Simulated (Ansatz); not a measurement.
**GaN: a single-point run**

Wanted: a converged single-point run for GaN, and a check of what comes out. The structure is shown as the input types it.

Method: density functional or hybrid calculation with the settings of its input, plane waves (as first typed), in Ansatz 0.2.0.

1 further run of the same task is left out (it didn't finish). Runs told in other sessions of the task aren't counted.

## Step 1: The starting structure

Symmetry: F-43m, No. 216, cubic system. Conventional cell: a = 4.498 Å, b = 4.498 Å, c = 4.498 Å, α = 90.00°, β = 90.00°, γ = 90.00°. Ga (site symmetry -43m) has 4 N at 1.95 Å in its first shell of neighbours. Around N (site symmetry -43m) lie 4 Ga at 1.95 Å.

As a file:

```
CELL_PARAMETERS angstrom
0.00000 2.24895 2.24895
2.24895 0.00000 2.24895
2.24895 2.24895 0.00000
ATOMIC_POSITIONS crystal
Ga 0.00000 0.00000 0.00000
N 0.75000 0.75000 0.75000
```

## Step 2: The run

input.yaml reads:

```yaml
crystal:
  lattice:
    - [0.0, 2.248952624, 2.248952624]
    - [2.248952624, 0.0, 2.248952624]
    - [2.248952624, 2.248952624, 0.0]
  atoms:
    - { symbol: Ga, position: [0.0, 0.0, 0.0] }
    - { symbol: "N", position: [0.75, 0.75, 0.75] }
kpoints:
  mp_grid: { grid: [6, 6, 6] }
hamiltonian:
  xc: pbe
scf:
  occupations: { method: fixed }
  n_extra_bands: 4
  mixing: { beta: 5.0 }
  max_iter: 59
output:
  forces: true
  stress: true
  eigenvalues: true
```

Run with:

```sh
ansatz run input.yaml --threads 4 --pin off --max-ram 4608MiB --backend cpu --events-out ev --progress --plain --runs-dir out
```

**Question.** How will this run end, and is anything wrong with its input?

The program refused the input before any cycle. The line that matters: «invalid value for `scf.mixing.beta`: must be finite and in (0, 1]; got 5»

Look at the input: scf.mixing.beta is 5.0. The number typed is not permitted for that setting.

Remedy: delete scf.mixing.beta (the default then holds).
